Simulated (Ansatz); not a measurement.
# CH6OSSi2: one species, many methods

The task here is to estimate one member of a computed series from the others.

Program: Ansatz 0.2.0, Gaussian basis. Level of theory: functionals in def2-TZVPP, the program's frozen cores in correlated methods. These are calculated values, not measurements.

The runs, in order: LDA (SPW92), PBE-D4, revPBE-D4, BLYP-D4, r2SCAN-D4, B97M-V, PBE0-D4, B3LYP-D4, r2SCANh-D4, r2SCAN0-D4, HSE06-D4, BHLYP-D4, CAM-B3LYP-D4, LC-ωPBE, ωB97X-V, ωB97M-V, B2PLYP, PBE-QIDH; CCSD(T)/def2-SVP; CCSD(T)/def2-TZVPP; MP2/def2-QZVPP; extrapolation to the limit; RPA on PBE.

### The geometry

An earlier PBE0-D4 in a triple-zeta def2 set relaxation fixed the geometry.

SMILES `C1O[SiH2][SiH2]S1`, 11 atoms, charge 0, spin multiplicity 1.

Atoms are counted from 1 here; the program's logs count them from 0.

Bond lengths: C1–O2 1.392 Å, C1–S5 1.848 Å, C1–H6 1.094 Å, C1–H7 1.091 Å, O2–Si3 1.663 Å, Si3–Si4 2.344 Å, Si3–H8 1.482 Å, Si3–H9 1.489 Å, Si4–S5 2.139 Å, Si4–H10 1.488 Å, Si4–H11 1.484 Å. Angles: O2–C1–S5 114.3°, O2–C1–H6 111.3°, O2–C1–H7 108.9°, S5–C1–H6 108.2°, S5–C1–H7 104.7°, H6–C1–H7 109.2°, C1–O2–Si3 119.9°, O2–Si3–Si4 97.9°, O2–Si3–H8 107.8°, O2–Si3–H9 110.7°, Si4–Si3–H8 117.3°, Si4–Si3–H9 113.2°, H8–Si3–H9 109.1°, Si3–Si4–S5 93.1°, Si3–Si4–H10 114.7°, Si3–Si4–H11 116.7°, S5–Si4–H10 114.0°, S5–Si4–H11 108.9° and more.

The first run:

The input, in.yaml:

```yaml
crystal:
  periodic: [false, false, false]
  atoms:
    - {symbol: C, position_ang: [-0.806082, 1.406237, 0.194877]}
    - {symbol: O, position_ang: [-0.902661, 0.363460, 1.111786]}
    - {symbol: Si, position_ang: [0.172306, -0.903888, 1.042388]}
    - {symbol: Si, position_ang: [0.705791, -0.749070, -1.235045]}
    - {symbol: S, position_ang: [-0.662701, 0.860820, -1.565291]}
    - {symbol: H, position_ang: [0.043952, 2.056475, 0.421191]}
    - {symbol: H, position_ang: [-1.725440, 1.992344, 0.229517]}
    - {symbol: H, position_ang: [-0.536584, -2.124623, 1.494037]}
    - {symbol: H, position_ang: [1.336940, -0.657149, 1.937025]}
    - {symbol: H, position_ang: [2.125537, -0.404674, -1.519526]}
    - {symbol: H, position_ang: [0.314442, -1.896932, -2.090558]}
basis:
  gaussian: {orbitals: def2-TZVPP}
hamiltonian: {xc: lda}
output: {orbitals: {seedname: orbitals}}
```

The run is started by

```sh
ansatz run in.yaml --threads 4 --pin off --events-out ev --progress --plain --max-ram 10444MiB
```

Steps of the session up to this table: LDA; PBE-D4 (GGA); revPBE-D4 (GGA); BLYP-D4 (GGA); r2SCAN-D4 (meta-GGA); B97M-V (meta-GGA); B3LYP-D4 (hybrid); r2SCANh-D4 (hybrid); r2SCAN0-D4 (hybrid); HSE06-D4 (hybrid); BHLYP-D4 (hybrid); CAM-B3LYP-D4 (range-separated); LC-ωPBE (range-separated); ωB97X-V (range-separated); ωB97M-V (range-separated); B2PLYP (double hybrid); PBE-QIDH (double hybrid).

One table of the session follows, with a row left open; its other results are not shown here.

It belongs to the step «Orbital energies across the functionals». 

| functional | HOMO (eV) | gap (eV) |
| --- | --- | --- |
| LDA (SPW92) | -6.04 | 4.22 |
| PBE-D4 | -5.94 | 4.35 |
| revPBE-D4 | -5.90 | 4.41 |
| BLYP-D4 | -5.78 | 4.36 |
| r2SCAN-D4 | -6.19 | 4.88 |
| B97M-V | -6.34 | 4.86 |
| PBE0-D4 | -7.13 | 6.37 |
| B3LYP-D4 | -6.89 | 5.96 |
| r2SCANh-D4 | -6.64 | 5.60 |
| r2SCAN0-D4 | -7.30 | 6.69 |
| HSE06-D4 | -6.73 | 5.60 |
| BHLYP-D4 | -8.19 | 8.33 |
| CAM-B3LYP-D4 | ? | ? |
| LC-ωPBE | -9.82 | 11.18 |
| ωB97X-V | -9.47 | 10.70 |
| ωB97M-V | -9.31 | 10.26 |

Estimate the missing values for CAM-B3LYP-D4.

**Answer.** HOMO (eV): -8.44; gap (eV): 8.70. In the column «HOMO (eV)» it lies between ωB97M-V (-9.31) and BHLYP-D4 (-8.19).
